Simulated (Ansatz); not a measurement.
# Be₂H₂ (singlet): the correlation ladder at scale of all distances = 0.888, cc-pVDZ

The task here is to estimate one member of a computed series from the others.

Method: cc-pVDZ, core rule «outside noble gas», up to 2 orbitals frozen; program: Ansatz 0.2.0, Gaussian basis.

To be run: UHF; CCSD(T) on RHF; BCCD(T) on RHF; CISD; CCSDT(Q) on RHF; CASSCF and MRCISD+Q, 2 electrons in 2 orbitals; CASSCF and NEVPT2, 2 electrons in 2 orbitals; CASSCF and MRCISD+Q, 6 electrons in 10 orbitals; CASSCF and MRCISD+Q(relaxed), 6 electrons in 10 orbitals; CASSCF and NEVPT2, 6 electrons in 10 orbitals; Full CI.

17 further runs of the same task are left out: 1 for a mislabelled method, 12 that didn't finish, 4 set aside as unsound or not needed.

## The system

The geometry derives from a PBE0/def2-TZVP stationary point (not a proven minimum). All distances are scaled together.

4 atoms, charge 0, spin multiplicity 1.

Atoms are counted from 1 here; the program's logs count them from 0.

Bond lengths: Be1–Be2 1.870 Å, Be1–H3 1.197 Å, Be2–H4 1.197 Å. Angles: Be2–Be1–H3 180.0°, Be1–Be2–H4 180.0°.

Set-up of the first run:

The input, in.yaml:

```yaml
crystal:
  periodic: [false, false, false]
  atoms:
    - {symbol: Be, position_ang: [0.000000, 0.000000, -0.934824]}
    - {symbol: Be, position_ang: [0.000000, 0.000000, 0.934824]}
    - {symbol: H, position_ang: [0.000000, 0.000000, -2.131420]}
    - {symbol: H, position_ang: [0.000000, 0.000000, 2.131420]}
basis:
  gaussian: {orbitals: cc-pVDZ}
magnetization: {spin_polarized: true, initial_magnetization: 0}
hamiltonian: {xc: hf}
output: {orbitals: {seedname: orbitals}}
```

On the command line:

```console
ansatz run in.yaml --threads 1 --pin off --events-out ev --progress --plain --max-ram 2393MiB
```

Among the steps run: UHF; CCSD(T) on RHF; BCCD(T) on RHF; CISD; CCSDT(Q) on RHF; CASSCF and MRCISD+Q, 2 electrons in 2 orbitals; CASSCF and NEVPT2, 2 electrons in 2 orbitals; CASSCF and MRCISD+Q, 6 electrons in 10 orbitals; CASSCF and MRCISD+Q(relaxed), 6 electrons in 10 orbitals; CASSCF and NEVPT2, 6 electrons in 10 orbitals; Full CI.

One of the session's tables, all rows but one given; the rest of the session is left out.

```
                   method  from FCI (kJ/mol)
                      RHF             +291.5
                     RMP2              +81.4
                     CISD              +18.0
                    RCCSD               +4.7
                 RCCSD(T)               +1.3
                  BCCD(T)               +1.3
                   RCCSDT               +0.1
                RCCSDT(Q)                0.0
              CASSCF pair                  ?
              NEVPT2 pair              +77.6
              MRCISD pair              +13.7
            MRCISD+Q pair               -1.5
           CASSCF valence             +130.5
           NEVPT2 valence              +38.6
           MRCISD valence               +4.5
         MRCISD+Q valence               +1.0
MRCISD+Q(relaxed) valence               -1.9
                      FCI                  0
```

**Question.** Estimate the row for CASSCF pair.

The run gave: from FCI (kJ/mol): +252.5. In the column «from FCI (kJ/mol)» it lies between CASSCF valence (+130.5) and RHF (+291.5).

Caveats from the session: MRCISD+Q pair, MRCISD+Q(relaxed) valence fall below full CI: the +Q correction isn't variational, and the cores differ from full CI's.
